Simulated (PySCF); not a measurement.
# [Nd(NH2)4]−: how settings move a single point

Aim: repeat the single point on relaxed [Nd(NH2)4]− with altered settings, some of them bad on purpose. The species was built from a template and needn't be a known compound.

Method: BP86, Nd lcecp-1-SVP with ECP49, N def2-SVP, H def2-SVP; scalar-relativistic core potentials, no spin–orbit coupling; program: PySCF 2.14.0.

2 further runs of the same task are left out: 2 for a known fault of the program.

## 1. Starting geometry

13 atoms, charge -1, spin multiplicity 1.

Bond lengths: Nd1–N2 2.329 Å, Nd1–N5 2.329 Å, Nd1–N8 2.329 Å, Nd1–N11 2.329 Å, N2–H3 1.034 Å, N2–H4 1.032 Å, N5–H6 1.032 Å, N5–H7 1.034 Å, N8–H9 1.032 Å, N8–H10 1.034 Å, N11–H12 1.034 Å, N11–H13 1.032 Å. Angles: N2–Nd1–N5 111.2°, N2–Nd1–N8 106.1°, N2–Nd1–N11 111.2°, N5–Nd1–N8 111.2°, N5–Nd1–N11 106.0°, N8–Nd1–N11 111.2°, Nd1–N2–H3 122.0°, Nd1–N2–H4 132.7°, H3–N2–H4 104.9°, Nd1–N5–H6 132.8°, Nd1–N5–H7 121.9°, H6–N5–H7 104.9°, Nd1–N8–H9 132.7°, Nd1–N8–H10 122.0°, H9–N8–H10 104.9°, Nd1–N11–H12 121.9°, Nd1–N11–H13 132.8°, H12–N11–H13 104.9°.

As a file:

```xyz
13

Nd    0.0003    0.0000    0.0000
N     1.4010    1.3710    1.2578
H     2.2789    1.0208    1.6761
H     1.4050    2.3860    1.4440
N    -1.4008   -1.2579    1.3706
H    -1.4066   -1.4445    2.3854
H    -2.2777   -1.6769    1.0181
N     1.4010   -1.3710   -1.2578
H     1.4050   -2.3860   -1.4440
H     2.2789   -1.0208   -1.6761
N    -1.4008    1.2579   -1.3706
H    -2.2777    1.6769   -1.0181
H    -1.4066    1.4445   -2.3854
```

Formal oxidation states: Nd +3. Each metal's 3 4f electrons lie in its core potential, so multiplicities, spins and levels count the valence alone. An earlier session relaxed this geometry at BP86, Nd lcecp-1-SVP with ECP49, N def2-SVP, H def2-SVP (singlet, point group S4).

The sound run used a (50, 194) grid (finer on f atoms), a threshold of 1e-8 and at most 55 cycles, and ended at -257.786004 Eh.

## 2. Try 1

The input, run.py (the lines that set the calculation):

```python
mol = gto.M(atom='''
Nd     0.00031     0.00000     0.00000
N      1.40104     1.37102     1.25777
H      2.27892     1.02083     1.67610
H      1.40500     2.38597     1.44395
N     -1.40078    -1.25792     1.37059
H     -1.40661    -1.44448     2.38538
H     -2.27773    -1.67692     1.01814
N      1.40104    -1.37102    -1.25777
H      1.40500    -2.38597    -1.44395
H      2.27892    -1.02083    -1.67610
N     -1.40078     1.25792    -1.37059
H     -2.27773     1.67692    -1.01814
H     -1.40661     1.44448    -2.38538''',
    basis={'Nd': 'lcecp-1-SVP', 'N': 'def2-SVP', 'H': 'def2-SVP'},
    ecp={'Nd': 'lcecp-1-SVP'},
    charge=-1, spin=0)
mf = dft.RKS(mol, xc='B88,P86')
mf.grids.atom_grid = (50, 194)  # f atoms: unpruned, at least (60, 302)
mf = mf.density_fit()  # fitting sets: Nd AutoAux, N def2-universal-JKFIT, H def2-universal-JKFIT
mf.conv_tol = 1e-05; mf.max_cycle = 55
mf.kernel(dm0)  # dm0: free metal ions and neutral atoms
```

The run is started by

```console
$ OMP_NUM_THREADS=2 python run.py
```

The program printed:

```text
init E= -263.814852784452
  HOMO = 0.00486321932845688  LUMO = 0.105693384712165  gap/eV = 2.74373
cycle= 1 E= -257.425426321062  delta_E= 6.39  |g|= 1.24  |ddm|= 3.88
  HOMO = -0.125703579689739  LUMO = 0.107600623112884  gap/eV = 6.34853
cycle= 2 E= -256.666517896918  delta_E= 0.759  |g|= 2.17  |ddm|= 2.77
  HOMO = 0.0268933612252971  LUMO = 0.128593345341404  gap/eV = 2.76740
cycle= 3 E= -257.763145714464  delta_E= -1.1  |g|= 0.262  |ddm|= 1.92
  HOMO = 0.00191689310657329  LUMO = 0.116893734726187  gap/eV = 3.12868
cycle= 4 E= -257.783689670758  delta_E= -0.0205  |g|= 0.0793  |ddm|= 0.628
  HOMO = 0.00575025571495854  LUMO = 0.117970002447652  gap/eV = 3.05365
cycle= 5 E= -257.785996119739  delta_E= -0.00231  |g|= 0.00547  |ddm|= 0.157
  HOMO = 0.00531686008826735  LUMO = 0.117663923780409  gap/eV = 3.05712
cycle= 6 E= -257.786003112095  delta_E= -6.99e-06  |g|= 0.00154  |ddm|= 0.00977
  HOMO = 0.00520671461095301  LUMO = 0.117614427563748  gap/eV = 3.05877
Extra cycle  E= -257.786001482387  delta_E= 1.63e-06  |g|= 0.00297  |ddm|= 0.00496
converged SCF energy = -257.786001482387
```

It took 6.6 s on 2 threads of Arm Neoverse V2, shared host.

Changed: the SCF threshold (1e-05). It converges in 6 cycles, at the sound run's energy within 0.001 eV, with a largest force component of 0.01 eV/Å. The result survives the change.

## 3. Try 2

Changes to run.py (the lines that set the calculation) since step 2:

```diff
@@ -16,3 +16,3 @@
     ecp={'Nd': 'lcecp-1-SVP'},
-    charge=-1, spin=0)
+    charge=3, spin=0)
 mf = dft.RKS(mol, xc='B88,P86')
@@ -20,3 +20,3 @@
 mf = mf.density_fit()  # fitting sets: Nd AutoAux, N def2-universal-JKFIT, H def2-universal-JKFIT
-mf.conv_tol = 1e-05; mf.max_cycle = 55
+mf.conv_tol = 1e-08; mf.max_cycle = 72
 mf.kernel(dm0)  # dm0: free metal ions and neutral atoms
```

The run is started by

```console
$ OMP_NUM_THREADS=2 python run.py
```

The program printed:

```text
init E= -248.923337097945
  HOMO = -1.02985114180224  LUMO = -1.02606749974365  gap/eV = 0.10296
cycle= 1 E= -255.375706026333  delta_E= -6.45  |g|= 1.98  |ddm|= 3.52
  HOMO = -0.597082241107329  LUMO = -0.559792322433982  gap/eV = 1.01471
cycle= 2 E= -253.141484477016  delta_E= 2.23  |g|= 3.32  |ddm|= 4.27
  HOMO = -0.782897292816482  LUMO = -0.778766014641278  gap/eV = 0.11242
cycle= 3 E= -256.18137741962  delta_E= -3.04  |g|= 0.44  |ddm|= 3.48
  HOMO = -0.800979799549181  LUMO = -0.793654120697117  gap/eV = 0.19934
cycle= 4 E= -256.253911795573  delta_E= -0.0725  |g|= 0.0929  |ddm|= 0.933
  HOMO = -0.791688505736249  LUMO = -0.784822228804562  gap/eV = 0.18684
cycle= 5 E= -256.256658999748  delta_E= -0.00275  |g|= 0.0089  |ddm|= 0.131
  HOMO = -0.792096748144493  LUMO = -0.785187086973752  gap/eV = 0.18802
cycle= 6 E= -256.256677948821  delta_E= -1.89e-05  |g|= 0.00362  |ddm|= 0.0154
  HOMO = -0.792267443845429  LUMO = -0.78536220657396  gap/eV = 0.18790
cycle= 7 E= -256.256080564391  delta_E= 0.000597  |g|= 0.0447  |ddm|= 0.0342
  HOMO = -0.792267414714028  LUMO = -0.78536579043227  gap/eV = 0.18780
cycle= 8 E= -256.256678587654  delta_E= -0.000598  |g|= 0.00293  |ddm|= 0.0356
  HOMO = -0.792296275764062  LUMO = -0.785402809975052  gap/eV = 0.18758
cycle= 9 E= -256.256677672532  delta_E= 9.15e-07  |g|= 0.00336  |ddm|= 0.00336
  HOMO = -0.792296297560244  LUMO = -0.785402618231083  gap/eV = 0.18759
cycle= 10 E= -256.25668089053  delta_E= -3.22e-06  |g|= 0.000592  |ddm|= 0.00295
  HOMO = -0.792295795420999  LUMO = -0.785393360070777  gap/eV = 0.18782
cycle= 11 E= -256.256680994538  delta_E= -1.04e-07  |g|= 7.26e-05  |ddm|= 0.000456
  HOMO = -0.792295220179478  LUMO = -0.785394080811914  gap/eV = 0.18779
cycle= 12 E= -256.256680995963  delta_E= -1.43e-09  |g|= 4.53e-06  |ddm|= 6.93e-05
  HOMO = -0.792295549154478  LUMO = -0.785394087766837  gap/eV = 0.18780
Extra cycle  E= -256.256680966514  delta_E= 2.94e-08  |g|= 0.000313  |ddm|= 0.000236
converged SCF energy = -256.256680966514
```

It took 8.9 s on 2 threads of Arm Neoverse V2, shared host.

Changed: the charge (by +4); the cycle limit is 72. It converges in 12 cycles, with a largest force component of 0.85 eV/Å. The setting is unsound, so these numbers aren't the compound's.

## 4. Try 3

Changes to run.py (the lines that set the calculation) since step 3:

```diff
@@ -16,3 +16,3 @@
     ecp={'Nd': 'lcecp-1-SVP'},
-    charge=3, spin=0)
+    charge=-1, spin=0)
 mf = dft.RKS(mol, xc='B88,P86')
@@ -20,3 +20,3 @@
 mf = mf.density_fit()  # fitting sets: Nd AutoAux, N def2-universal-JKFIT, H def2-universal-JKFIT
-mf.conv_tol = 1e-08; mf.max_cycle = 72
-mf.kernel(dm0)  # dm0: free metal ions and neutral atoms
+mf.conv_tol = 1e-08; mf.max_cycle = 55
+mf.kernel(dm0)  # dm0: smeared density
```

The run is started by

```console
$ OMP_NUM_THREADS=2 python run.py
```

The program printed:

```text
init E= -257.692274774827
  HOMO = -0.0171627553894525  LUMO = 0.100676885841413  gap/eV = 3.20658
cycle= 1 E= -257.781488313094  delta_E= -0.0892  |g|= 0.135  |ddm|= 1.36
  HOMO = 0.0269052725950998  LUMO = 0.12176372075135  gap/eV = 2.58123
cycle= 2 E= -257.76106742397  delta_E= 0.0204  |g|= 0.324  |ddm|= 0.444
  HOMO = 0.0066277008014539  LUMO = 0.118214477904932  gap/eV = 3.03643
cycle= 3 E= -257.785964466846  delta_E= -0.0249  |g|= 0.0104  |ddm|= 0.295
  HOMO = 0.00556332951620268  LUMO = 0.117657074105786  gap/eV = 3.05023
cycle= 4 E= -257.785997014124  delta_E= -3.25e-05  |g|= 0.00475  |ddm|= 0.0256
  HOMO = 0.00545230539074374  LUMO = 0.117604021524869  gap/eV = 3.05180
cycle= 5 E= -257.786001731897  delta_E= -4.72e-06  |g|= 0.00288  |ddm|= 0.00667
  HOMO = 0.00526335166711708  LUMO = 0.117605786664676  gap/eV = 3.05699
cycle= 6 E= -257.786003827027  delta_E= -2.1e-06  |g|= 0.000108  |ddm|= 0.00287
  HOMO = 0.00527036583369754  LUMO = 0.117607933904711  gap/eV = 3.05686
cycle= 7 E= -257.786003830294  delta_E= -3.27e-09  |g|= 1.08e-05  |ddm|= 0.000154
  HOMO = 0.00526865102089836  LUMO = 0.117607438917705  gap/eV = 3.05689
Extra cycle  E= -257.786003830274  delta_E= 2.03e-11  |g|= 1.45e-05  |ddm|= 3.03e-05
converged SCF energy = -257.786003830274
```

It took 7.1 s on 2 threads of Arm Neoverse V2, shared host.

Changed: the starting guess (smeared density). It converges in 7 cycles, at the sound run's energy within 0.001 eV, with a largest force component of 0.01 eV/Å. The result survives the change.

## 5. Try 4

Changes to run.py (the lines that set the calculation) since step 4:

```diff
@@ -18,5 +18,5 @@
 mf = dft.RKS(mol, xc='B88,P86')
-mf.grids.atom_grid = (50, 194)  # f atoms: unpruned, at least (60, 302)
+mf.grids.atom_grid = (30, 86)  # f atoms: unpruned
 mf = mf.density_fit()  # fitting sets: Nd AutoAux, N def2-universal-JKFIT, H def2-universal-JKFIT
 mf.conv_tol = 1e-08; mf.max_cycle = 55
-mf.kernel(dm0)  # dm0: smeared density
+mf.kernel(dm0)  # dm0: free metal ions and neutral atoms
```

The run is started by

```console
$ OMP_NUM_THREADS=2 python run.py
```

The program printed:

```text
init E= -263.813197921631
  HOMO = 0.00488175231487444  LUMO = 0.105660604318413  gap/eV = 2.74233
cycle= 1 E= -257.425016429702  delta_E= 6.39  |g|= 1.24  |ddm|= 3.88
  HOMO = -0.126006106186383  LUMO = 0.107423426878238  gap/eV = 6.35194
cycle= 2 E= -256.66421965213  delta_E= 0.761  |g|= 2.18  |ddm|= 2.78
  HOMO = 0.026756326705686  LUMO = 0.128401359696348  gap/eV = 2.76590
cycle= 3 E= -257.7634867038  delta_E= -1.1  |g|= 0.262  |ddm|= 1.93
  HOMO = 0.00180310409170216  LUMO = 0.116709150236534  gap/eV = 3.12675
cycle= 4 E= -257.783981211559  delta_E= -0.0205  |g|= 0.0795  |ddm|= 0.628
  HOMO = 0.00562023639126566  LUMO = 0.117790478717509  gap/eV = 3.05231
cycle= 5 E= -257.786294460237  delta_E= -0.00231  |g|= 0.0054  |ddm|= 0.157
  HOMO = 0.00519680792605801  LUMO = 0.117492917041179  gap/eV = 3.05573
cycle= 6 E= -257.786301338947  delta_E= -6.88e-06  |g|= 0.00152  |ddm|= 0.0097
  HOMO = 0.00518587925413025  LUMO = 0.117453321207801  gap/eV = 3.05495
cycle= 7 E= -257.786301976491  delta_E= -6.38e-07  |g|= 0.00044  |ddm|= 0.00214
  HOMO = 0.00514684500177582  LUMO = 0.117444616700443  gap/eV = 3.05578
cycle= 8 E= -257.786301981942  delta_E= -5.45e-09  |g|= 0.00042  |ddm|= 0.00078
  HOMO = 0.00515466760287217  LUMO = 0.117441488794562  gap/eV = 3.05548
cycle= 9 E= -257.786302024878  delta_E= -4.29e-08  |g|= 3.24e-05  |ddm|= 0.000402
  HOMO = 0.00515318838114188  LUMO = 0.117440574626485  gap/eV = 3.05550
cycle= 10 E= -257.786302025227  delta_E= -3.48e-10  |g|= 2.75e-06  |ddm|= 5.23e-05
  HOMO = 0.00515273976364842  LUMO = 0.117440347547017  gap/eV = 3.05550
Extra cycle  E= -257.786302025221  delta_E= 6.03e-12  |g|= 6e-06  |ddm|= 9.42e-06
converged SCF energy = -257.786302025221
```

It took 5.9 s on 2 threads of Arm Neoverse V2, shared host.

Changed: the integration grid, to (30, 86). It converges in 10 cycles, -0.008 eV from the sound run, with a largest force component of 0.07 eV/Å. The result survives the change.

## 6. Try 5

Changes to run.py (the lines that set the calculation) since step 5:

```diff
@@ -18,5 +18,5 @@
 mf = dft.RKS(mol, xc='B88,P86')
-mf.grids.atom_grid = (30, 86)  # f atoms: unpruned
+mf.grids.atom_grid = (50, 194)  # f atoms: unpruned, at least (60, 302)
 mf = mf.density_fit()  # fitting sets: Nd AutoAux, N def2-universal-JKFIT, H def2-universal-JKFIT
-mf.conv_tol = 1e-08; mf.max_cycle = 55
-mf.kernel(dm0)  # dm0: free metal ions and neutral atoms
+mf.conv_tol = 1e-08; mf.max_cycle = 92
+mf.kernel(dm0)  # dm0: core Hamiltonian
```

The run is started by

```console
$ OMP_NUM_THREADS=2 python run.py
```

The program printed:

```text
init E= -226.981157101753
  HOMO = 0.492236144867598  LUMO = 0.507200047127736  gap/eV = 0.40719
cycle= 1 E= -224.85706871177  delta_E= 2.12  |g|= 5.83  |ddm|= 41.1
  HOMO = -2.31042885426547  LUMO = -1.42142780772924  gap/eV = 24.19095
cycle= 2 E= -238.03442699993  delta_E= -13.2  |g|= 7.76  |ddm|= 39.9
  HOMO = -0.911728982117297  LUMO = -0.676002561633322  gap/eV = 6.41444
cycle= 3 E= -253.835723296592  delta_E= -15.8  |g|= 4.02  |ddm|= 6.21
  HOMO = -0.417703108969225  LUMO = -0.0538017655894794  gap/eV = 9.90226
cycle= 4 E= -255.157875331546  delta_E= -1.32  |g|=  3.4  |ddm|= 1.42
  HOMO = -0.322631237214334  LUMO = -0.150580250472514  gap/eV = 4.68175
cycle= 5 E= -256.367862959601  delta_E= -1.21  |g|= 2.49  |ddm|= 1.37
  HOMO = -0.115630306149677  LUMO = 0.0939901148891984  gap/eV = 5.70406
cycle= 6 E= -257.35413211972  delta_E= -0.986  |g|= 1.36  |ddm|= 1.84
  HOMO = -0.0206979208349034  LUMO = 0.114466796050156  gap/eV = 3.67802
cycle= 7 E= -257.769751526768  delta_E= -0.416  |g|= 0.266  |ddm|= 0.958
  HOMO = 0.0121033424290071  LUMO = 0.120122722784373  gap/eV = 2.93936
cycle= 8 E= -257.784475274394  delta_E= -0.0147  |g|= 0.0805  |ddm|= 0.376
  HOMO = 0.00632941618871443  LUMO = 0.117990993016413  gap/eV = 3.03847
cycle= 9 E= -257.785959348041  delta_E= -0.00148  |g|= 0.0133  |ddm|= 0.0843
  HOMO = 0.00558234604147197  LUMO = 0.117793588137843  gap/eV = 3.05342
cycle= 10 E= -257.785995298047  delta_E= -3.6e-05  |g|= 0.00572  |ddm|= 0.0163
  HOMO = 0.00525224027415576  LUMO = 0.11764319724319  gap/eV = 3.05831
cycle= 11 E= -257.786003557157  delta_E= -8.26e-06  |g|= 0.00101  |ddm|= 0.00561
  HOMO = 0.00526776378822139  LUMO = 0.117613419595475  gap/eV = 3.05708
cycle= 12 E= -257.78600382783  delta_E= -2.71e-07  |g|= 8.28e-05  |ddm|= 0.00114
  HOMO = 0.00527159408432798  LUMO = 0.117608963101439  gap/eV = 3.05686
cycle= 13 E= -257.786003830247  delta_E= -2.42e-09  |g|= 1.83e-05  |ddm|= 0.000171
  HOMO = 0.00526680734506623  LUMO = 0.117607243979165  gap/eV = 3.05694
Extra cycle  E= -257.786003829945  delta_E= 3.02e-10  |g|= 4.06e-05  |ddm|= 5.51e-05
converged SCF energy = -257.786003829945
```

It took 9.4 s on 2 threads of Arm Neoverse V2, shared host.

Changed: the starting guess (bare core Hamiltonian); the cycle limit is 92. It converges in 13 cycles, at the sound run's energy within 0.001 eV, with a largest force component of 0.01 eV/Å. The result survives the change.

## 7. Side by side

| run | changed | ending | energy change (eV) | cycles | time | usable |
| --- | --- | --- | --- | --- | --- | --- |
| 1 | the SCF threshold | converged | 0.000 | 6 | 6.6 s | yes |
| 2 | the charge | converged | – | 12 | 8.9 s | no |
| 3 | the starting guess | converged | 0.000 | 7 | 7.1 s | yes |
| 4 | the integration grid | converged | -0.008 | 10 | 5.9 s | yes |
| 5 | the starting guess | converged | 0.000 | 13 | 9.4 s | yes |

4 of 5 altered runs give a usable result. 1 ended normally with numbers unfit to quote.
